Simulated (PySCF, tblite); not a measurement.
# C7H14AlN: geometry, infrared bands, NMR shifts and electronic excitations, part 2 of 2

tblite 0.8.0 and PySCF 2.14.0. Atoms count from 0. The steps go on from the part before.

### 6 Ultraviolet spectrum: CAM-B3LYP/def2-SVPD

What the job is given:

```
{"job": {"kind": "uv", "xc": "CAM-B3LYP", "basis": "def2-SVPD", "ip": true}, "charge": 0, "multiplicity": 1}
C     -0.441988     2.818342     1.022752
C     -0.091700     1.661474     0.947526
C      0.344181     0.269817     0.839603
C      1.792059     0.114227     0.345554
C      2.162619    -1.367709     0.218874
Al     0.457301    -2.368561    -0.098440
N     -0.575556    -0.552016    -0.005535
C     -0.716359    -0.013292    -1.365172
C     -1.893785    -0.692541     0.621283
H     -0.745839     3.846000     1.103646
H      0.287715    -0.184604     1.845390
H      1.887261     0.637456    -0.619686
H      2.435346     0.675163     1.044019
H      2.929537    -1.503694    -0.559795
H      2.617129    -1.723453     1.159644
H     -0.148204    -3.147775     1.173380
H      0.077079    -2.934419    -1.552904
H     -1.369019    -0.679487    -1.943306
H     -1.143901     1.002694    -1.343333
H      0.259880     0.016516    -1.865121
H     -1.778470    -1.120981     1.625469
H     -2.403622     0.283128     0.692599
H     -2.507788    -1.379089     0.022383
```

Method: TDDFT CAM-B3LYP/def2-SVPD, vertical, gas phase, core orbitals frozen in the response.

Log:

```text
coarse grid: 18968 points
cycle   1  E = -571.6427012941  dE =  1.018e+00  |g| = 4.405e-01  |ddm| = 1.413e+01
cycle   2  E = -571.6649024577  dE = -2.220e-02  |g| = 3.724e-01  |ddm| = 2.583e+00
cycle   3  E = -571.6971896511  dE = -3.229e-02  |g| = 9.127e-02  |ddm| = 8.225e-01
cycle   4  E = -571.6985348712  dE = -1.345e-03  |g| = 5.558e-02  |ddm| = 2.361e-01
cycle   5  E = -571.6992774800  dE = -7.426e-04  |g| = 9.598e-03  |ddm| = 1.721e-01
cycle   6  E = -571.6992989299  dE = -2.145e-05  |g| = 2.976e-03  |ddm| = 3.235e-02
cycle   7  E = -571.6993009000  dE = -1.970e-06  |g| = 8.058e-04  |ddm| = 7.208e-03
final grid: 176552 points
cycle   8  E = -571.8003027499  dE = -5.540e-05  |g| = 3.902e-03  |ddm| = 1.968e-01
cycle   9  E = -571.8003038353  dE = -1.085e-06  |g| = 3.475e-03  |ddm| = 2.488e-02
cycle  10  E = -571.8003069204  dE = -3.085e-06  |g| = 3.921e-04  |ddm| = 7.672e-03
cycle  11  E = -571.8003069485  dE = -2.810e-08  |g| = 2.491e-04  |ddm| = 1.500e-03
cycle  12  E = -571.8003069619  dE = -1.344e-08  |g| = 6.090e-05  |ddm| = 5.884e-04
cycle  13  E = -571.8003069627  dE = -8.411e-10  |g| = 2.408e-05  |ddm| = 1.960e-04
converged SCF energy = -571.8003069627

Static polarisability (au): isotropic 115.751, principal 99.498 110.215 137.540

Singlet excitations
state   eV       nm        f      main configurations
  1   6.3236    196.1   0.00078   H-2->L+1 0.37, H-2->L+2 0.20, H-2->L+3 0.11
  2   6.4405    192.5   0.01478   H->L+1 0.36, H->L 0.28, H->L+5 0.09
  3   6.6658    186.0   0.01895   H->L+2 0.36, H->L 0.28, H->L+1 0.14
  4   6.7068    184.9   0.00512   H-1->L+1 0.46, H-1->L 0.17, H-1->L+2 0.13
  5   6.7483    183.7   0.00573   H-2->L+3 0.17, H-3->L+1 0.11
  6   6.8850    180.1   0.00090   H-3->L+3 0.27, H-4->L+3 0.20, H-3->L+6 0.08
  7   7.2101    172.0   0.07367   H-1->L 0.45, H-1->L+2 0.19
  8   7.2895    170.1   0.04134   H->L+2 0.35, H->L+1 0.28, H->L 0.11
  9   7.4413    166.6   0.01948   H->L+3 0.51
 10   7.4847    165.7   0.04936   H->L+3 0.29, H->L+5 0.18, H->L 0.12

Triplet excitations (Tamm-Dancoff, eV): 5.3121 5.7584 5.8314 6.1179
Vertical ionisation energy (delta-SCF) = 8.9129 eV
```

Run time: 8.4 min. Hardware: 1 thread of Arm Neoverse V1, shared host; peak memory 1.7 GiB.

The orbitals next to the gap, with their largest atomic shares:

| orbital | eV | atoms |
| --- | --- | --- |
| HOMO−3 | -9.77 | N6 22 %, C0 22 %, C1 21 % |
| HOMO−2 | -9.66 | C0 39 %, C1 36 %, C2 7 % |
| HOMO−1 | -8.69 | Al5 35 %, H15 28 %, H16 26 % |
| HOMO | -8.27 | C4 41 %, Al5 21 %, C3 9 % |
| LUMO | 0.95 | Al5 22 %, C0 12 %, C8 7 % |
| LUMO+1 | 1.21 | Al5 29 %, C0 15 %, C1 14 % |
| LUMO+2 | 1.39 | Al5 26 %, C0 12 %, C1 9 % |

With each of the 10 states as a Gaussian band of 0.4 eV half-width at 1/e, the curve within the window shown has maxima at 169 nm (ε 7,000) L/(mol cm). Beyond the last state computed it falls off for lack of states. The curve at chosen wavelengths:

nm, ε (L/mol/cm) and a bar:
```
      159       2258 ##########
      161       3420 ###############
      164       5266 #######################
      166       6257 ###########################
      168       6841 ##############################
      170       6938 ##############################
      173       6275 ###########################
      175       5504 ########################
      177       4668 ####################
      180       3568 ###############
      182       3018 #############
      184       2609 ###########
      186       2300 ##########
      189       1928 ########
      191       1698 #######
      193       1465 ######
      195       1232 #####
      198        899 ####
      200        701 ###
      202        530 ##
      205        329 #
      207        231 #
      209        158 #
      211        105 
      214         54 
      216         34
```

Ground-state properties from the same run:

| property | computed |
| --- | --- |
| dipole moment (D) | 4.16 |
| polarisability (Å³) | 17.15 |
| HOMO–LUMO gap (eV) | 9.22 |
| −ε(HOMO) (eV) | 8.27 |

### 7 Nuclear shieldings: HF/pcSseg-1

The job, as its differences from that of step 6:

```diff
@@ -1,2 +1,2 @@
-{"job": {"kind": "uv", "xc": "CAM-B3LYP", "basis": "def2-SVPD", "ip": true}, "charge": 0, "multiplicity": 1}
+{"job": {"kind": "nmr", "xc": "HF", "basis": "pcSseg-1", "pop": false}, "charge": 0, "multiplicity": 1}
 C     -0.441988     2.818342     1.022752
```

Method: GIAO HF/pcSseg-1 NMR shielding, non-relativistic, gas phase.

Log:

```text
final grid: 176552 points
cycle   1  E = -569.3174838883  dE =  1.760e+00  |g| = 6.121e-01  |ddm| = 4.219e+00
cycle   2  E = -569.4309541405  dE = -1.135e-01  |g| = 2.884e-01  |ddm| = 1.066e+00
cycle   3  E = -569.4499283762  dE = -1.897e-02  |g| = 1.096e-01  |ddm| = 3.976e-01
cycle   4  E = -569.4532947568  dE = -3.366e-03  |g| = 3.186e-02  |ddm| = 1.712e-01
cycle   5  E = -569.4535479557  dE = -2.532e-04  |g| = 5.422e-03  |ddm| = 3.067e-02
cycle   6  E = -569.4535567963  dE = -8.841e-06  |g| = 2.017e-03  |ddm| = 9.076e-03
cycle   7  E = -569.4535581679  dE = -1.372e-06  |g| = 5.109e-04  |ddm| = 3.021e-03
cycle   8  E = -569.4535583252  dE = -1.573e-07  |g| = 1.694e-04  |ddm| = 1.131e-03
cycle   9  E = -569.4535583546  dE = -2.946e-08  |g| = 7.510e-05  |ddm| = 4.498e-04
cycle  10  E = -569.4535583621  dE = -7.408e-09  |g| = 3.909e-05  |ddm| = 1.771e-04
cycle  11  E = -569.4535583647  dE = -2.690e-09  |g| = 1.659e-05  |ddm| = 1.144e-04
cycle  12  E = -569.4535583653  dE = -5.102e-10  |g| = 3.900e-06  |ddm| = 6.291e-05
converged SCF energy = -569.4535583653

GIAO shielding tensors (ppm)
atom      isotropic    diamagn.    paramagn.     s11        s22        s33       span
  0 C      104.755     262.935    -158.181     29.509     42.883    241.872    212.362
  1 C      110.281     265.646    -155.364      6.713     16.560    307.571    300.858
  2 C      138.612     241.847    -103.235    113.806    138.744    163.286     49.480
  3 C      161.441     242.829     -81.389    136.536    164.765    183.020     46.484
  4 C      193.372     247.801     -54.429    178.238    190.903    210.976     32.738
  5 Al     435.181     791.583    -356.402    424.766    434.830    445.949     21.183
  6 N      238.128     325.045     -86.916    211.462    241.170    261.754     50.293
  7 C      155.893     245.671     -89.777    138.160    144.954    184.566     46.406
  8 C      148.746     243.740     -94.994    122.312    137.237    186.689     64.377
  9 H       28.827      32.790      -3.963     23.360     23.670     39.452     16.092
 10 H       29.000      31.312      -2.312     25.819     27.667     33.515      7.696
 11 H       30.260      30.929      -0.669     26.094     29.878     34.809      8.716
 12 H       29.728      29.731      -0.003     23.337     29.198     36.649     13.313
 13 H       31.768      29.194       2.574     26.503     28.365     40.436     13.934
 14 H       31.687      29.512       2.175     26.717     28.356     39.988     13.271
 15 H       28.013      30.137      -2.125     24.570     26.425     33.043      8.473
 16 H       27.947      29.817      -1.870     24.458     26.322     33.060      8.602
 17 H       29.548      31.044      -1.496     24.954     26.676     37.012     12.057
 18 H       29.486      31.146      -1.660     24.329     28.749     35.379     11.050
 19 H       29.444      31.008      -1.564     24.199     28.312     35.820     11.621
 20 H       29.313      29.827      -0.514     24.689     26.583     36.667     11.978
 21 H       29.170      29.785      -0.616     24.179     28.245     35.085     10.906
 22 H       29.316      29.628      -0.312     24.583     26.387     36.977     12.393
```

Run time: 29 s. Hardware: 1 thread of Arm Neoverse V1, shared host; peak memory 1.2 GiB.

In short: δ C0 86.1, C1 80.6, C2 52.2, C8 42.1, H16 3.74, H15 3.67 ppm.

### 8 Run by run: NMR shifts

Shifts (ppm) of some atoms, chosen among heavy atoms and hydrogens apart, with basis size and wall time:

| run | C2 | C8 | C3 | H10 | H9 | Al5 | N6 | functions | time |
| --- | --- | --- | --- | --- | --- | --- | --- | --- | --- |
| PBE0/pcSseg-1 | 61.7 | 46.6 | 34.2 | 3.16 | 2.36 | 102.0 | 53.3 | 230 | 55 s |
| HF/pcSseg-1 | 52.2 | 42.1 | 29.4 | 2.69 | 2.86 | 81.1 | 27.6 | 230 | 29 s |

### 9 Outcome

This closing draws on all 2 parts.

| quantity | value |
| --- | --- |
| strongest single infrared mode (GFN2-xTB) | 671 cm⁻¹, 503 km/mol |
| zero-point energy (GFN2-xTB) | 116.0 kcal/mol |
| point group | C1 |
| rotational constants (main isotopes) | 2.05, 1.16, 0.90 GHz |
| 13C shifts against TMS (PBE0/pcSseg-1) | 83.6, 82.4, 61.7, 46.6, 38.3, 34.2, -0.6 ppm |
| 1H shifts against TMS (PBE0/pcSseg-1, means over atoms taken as alike) | 4.16, 4.12, 3.16, 2.52, 2.36, 2.27, 2.22, 1.72, 0.24, 0.14 ppm |
| 27Al shifts against AlH4- (PBE0/pcSseg-1) | 102.0 ppm |
| 15N shifts against NH3 (PBE0/pcSseg-1) | 53.3 ppm |
| lowest singlet (CAM-B3LYP/def2-SVPD) | 6.32 eV (196 nm), f = 0.001 |
| brightest single state of those computed | state 7, 7.21 eV, f = 0.074 |
| lowest triplet | 5.31 eV |
| vertical ionisation energy (ΔSCF) | 8.91 eV |
| range of the shift of N6 | 27.6 to 53.3 ppm |

In words: The optimisation took 109 steps and gained 0.647 eV; among the close pairs (by a distance rule), Al5–N6 changed most, from 1.920 to 2.053 Å (GFN2-xTB). All 63 modes are real, so the xTB geometry is a minimum. The strongest single mode, at 671 cm⁻¹, is carried by H15, H16, Al5, H9. GFN2-xTB is a fitted tight-binding method: band positions and strengths are rough. Its intensities can rank the bands wrongly. The start of the PBE0/def2-SVP relaxation was shaken at random by about 0.01 Å, so part of the energy gained, and of the first lengths quoted, undoes that. Over 9 steps the energy fell by 0.427 eV; of the close pairs, Al5–H16 changed most, 1.554 to 1.606 Å (PBE0/def2-SVP). No frequency check was run at this level, so the end point may be a saddle. At PBE0/pcSseg-1: Shielding is most anisotropic at C1 (span 297 ppm, paramagnetic term -158 ppm). The lowest singlet, at 6.32 eV, is HOMO−2→LUMO+1 0.37, HOMO−2→LUMO+2 0.20 and is dark; of the 10 states computed, the strongest absorption comes from state 7 at 7.21 eV (the last state computed absorbs too, and its partners may lie past the list). The lowest triplet lies 1.01 eV below the lowest singlet (triplets in Tamm-Dancoff, singlets in full TDDFT). ΔSCF puts the ionisation energy at 8.91 eV, 0.65 eV above −ε(HOMO). Across the 2 runs the shift of N6 moves most, between 27.6 (HF/pcSseg-1) and 53.3 ppm (PBE0/pcSseg-1). These values are for one conformer; the search (at its own cheap level) found 2 more, at 0.00, 1.93 kcal/mol (those within 0.05 may be mirror or relabelled copies), and measured spectra average over such forms.
